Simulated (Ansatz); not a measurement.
**GeHCl₂+ (singlet): wave-function methods side by side, cc-pVDZ**

The task here is to estimate one member of a computed series from the others.

Computed with Ansatz 0.2.0, Gaussian basis. Level: cc-pVDZ, core rule «outside noble gas», up to 24 orbitals frozen.

To be run: UHF; CCSD(T) on RHF; BCCD(T) on RHF; CISD; CCSDT(Q) on RHF; CASSCF and NEVPT2, 18 electrons in 13 orbitals.

8 further runs of the same task are left out: 2 for a known fault of the program, 2 that didn't finish, 4 set aside as unsound or not needed.

## The geometry

The geometry is a PBE0/def2-TZVP stationary point (not a proven minimum) of the parent state, kept for this charge and spin. No spin-orbit coupling is included. The filled d shell of Ge may be among the frozen orbitals whatever the setting's name suggests; the logs give the count.

4 atoms, charge 1, spin multiplicity 1.

Atoms are counted from 1 here; the program's logs count them from 0.

Bond lengths: Ge1–Cl2 2.151 Å, Ge1–Cl3 2.151 Å, Ge1–H4 1.555 Å. Angles: Cl2–Ge1–Cl3 108.3°, Cl2–Ge1–H4 107.4°, Cl3–Ge1–H4 107.4°.

Set-up of the first run:

Contents of in.yaml:

```yaml
crystal:
  periodic: [false, false, false]
  atoms:
    - {symbol: Ge, position_ang: [-0.052944, -0.610660, 0.000000]}
    - {symbol: Cl, position_ang: [0.036814, 0.646851, -1.743347]}
    - {symbol: Cl, position_ang: [0.036814, 0.646851, 1.743347]}
    - {symbol: H, position_ang: [1.225785, -1.495398, 0.000000]}
basis:
  gaussian: {orbitals: cc-pVDZ}
total_charge: 1
magnetization: {spin_polarized: true, initial_magnetization: 0}
hamiltonian: {xc: hf}
output: {orbitals: {seedname: orbitals}}
```

Started as:

```bash
ansatz run in.yaml --threads 1 --pin off --events-out ev --progress --plain --max-ram 2560MiB --backend cpu
```

Among the steps run: UHF; CCSD(T) on RHF; BCCD(T) on RHF; CISD; CCSDT(Q) on RHF; CASSCF and NEVPT2, 18 electrons in 13 orbitals.

One table of the session follows, with a row left open; its other results are not shown here.

```
        method  from RCCSDT(Q) (kcal/mol)
           RHF                    +250.67
          RMP2                     +30.77
          CISD                          ?
         RCCSD                      +9.46
      RCCSD(T)                      +1.65
       BCCD(T)                      +1.61
        RCCSDT                      +0.80
     RCCSDT(Q)                          0
CASSCF valence                    +199.26
NEVPT2 valence                     +40.98
```

**Question.** Estimate the row for CISD.

**Answer.** from RCCSDT(Q) (kcal/mol): +38.11. In the column «from RCCSDT(Q) (kcal/mol)» it lies between RMP2 (+30.77) and NEVPT2 valence (+40.98).
